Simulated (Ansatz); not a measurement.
**ClHO₃W: one species, many methods**

One table from this session's results is given with a row withheld; the runs are named, their logs left out.

Program: Ansatz 0.2.0, Gaussian basis. Level of theory: functionals in def2-TZVPP, the program's frozen cores in correlated methods. These are calculated values, not measurements.

Plan: LDA (SPW92), PBE-D4, revPBE-D4, BLYP-D4, r2SCAN-D4, B97M-V, PBE0-D4, B3LYP-D4, r2SCANh-D4, r2SCAN0-D4, HSE06-D4, BHLYP-D4, CAM-B3LYP-D4, LC-ωPBE, ωB97X-V, ωB97M-V, B2PLYP, PBE-QIDH; CCSD(T)/def2-SVP; CCSD(T)/def2-TZVPP; MP2/def2-QZVPP; extrapolation to the limit; RPA on PBE.

### The relaxed structure

An earlier PBE0-D4 in a triple-zeta def2 set relaxation fixed the geometry. W takes the def2 core potential; no spin-orbit term is included.

SMILES `[O]=[W](=[O])([OH])[Cl]`, 6 atoms, charge 0, spin multiplicity 1.

Atoms are counted from 1 here; the program's logs count them from 0.

Bond lengths: O1–W2 1.698 Å, W2–O3 1.698 Å, W2–O4 1.871 Å, W2–Cl5 2.266 Å, O4–H6 0.960 Å. Angles: O1–W2–O3 107.8°, O1–W2–O4 108.6°, O1–W2–Cl5 109.5°, O3–W2–O4 109.8°, O3–W2–Cl5 109.2°, O4–W2–Cl5 111.8°, W2–O4–H6 126.1°.

Set-up of the first run:

in.yaml

```yaml
crystal:
  periodic: [false, false, false]
  atoms:
    - {symbol: O, position_ang: [-0.496063, -1.862103, -0.422873]}
    - {symbol: W, position_ang: [0.172094, -0.312388, -0.231225]}
    - {symbol: O, position_ang: [1.611933, -0.473146, 0.653825]}
    - {symbol: O, position_ang: [-1.042638, 0.746642, 0.720188]}
    - {symbol: Cl, position_ang: [0.642696, 0.565669, -2.266377]}
    - {symbol: H, position_ang: [-0.845821, 1.271325, 1.500161]}
basis:
  gaussian: {orbitals: def2-TZVPP}
hamiltonian: {xc: lda}
output: {orbitals: {seedname: orbitals}}
```

The run is started by

```console
$ ansatz run in.yaml --threads 4 --pin off --events-out ev --progress --plain --max-ram 10444MiB
```

Among the steps run: LDA; PBE-D4 (GGA); revPBE-D4 (GGA); BLYP-D4 (GGA); r2SCAN-D4 (meta-GGA); B97M-V (meta-GGA); B3LYP-D4 (hybrid); r2SCANh-D4 (hybrid); r2SCAN0-D4 (hybrid); HSE06-D4 (hybrid); BHLYP-D4 (hybrid); CAM-B3LYP-D4 (range-separated); LC-ωPBE (range-separated); ωB97X-V (range-separated); ωB97M-V (range-separated); B2PLYP (double hybrid); PBE-QIDH (double hybrid).

One table of the session follows, with a row left open; its other results are not shown here.

It belongs to the step «Orbital energies across the functionals». 

```
  functional  HOMO (eV)  LUMO (eV)  gap (eV)
 LDA (SPW92)      -7.94      -3.36      4.57
      PBE-D4      -7.70      -3.09      4.61
   revPBE-D4      -7.62      -2.99      4.63
     BLYP-D4      -7.59      -3.00      4.59
   r2SCAN-D4      -8.08      -3.03      5.05
      B97M-V      -8.15      -2.97      5.18
     PBE0-D4      -9.33      -2.36      6.97
    B3LYP-D4          ?          ?         ?
  r2SCANh-D4      -8.69      -2.75      5.94
  r2SCAN0-D4      -9.60      -2.32      7.28
    HSE06-D4      -8.92      -2.74      6.18
    BHLYP-D4     -10.86      -1.50      9.36
CAM-B3LYP-D4     -10.77      -1.31      9.46
     LC-ωPBE     -12.10      -0.14     11.97
     ωB97X-V     -11.76      -0.21     11.55
     ωB97M-V     -11.68      -0.24     11.44
```

**Question.** Estimate the row for B3LYP-D4.

Worked estimate for «HOMO (eV)». Against the share of exact exchange, BLYP-D4 (0, -7.59), BHLYP-D4 (0.5, -10.86) give a slope of -6.54 per unit share; at 0.2 the line stands at -8.90.

The run gave: HOMO (eV): -9.06; LUMO (eV): -2.60; gap (eV): 6.46. In «HOMO (eV)» the line misses by +0.16.
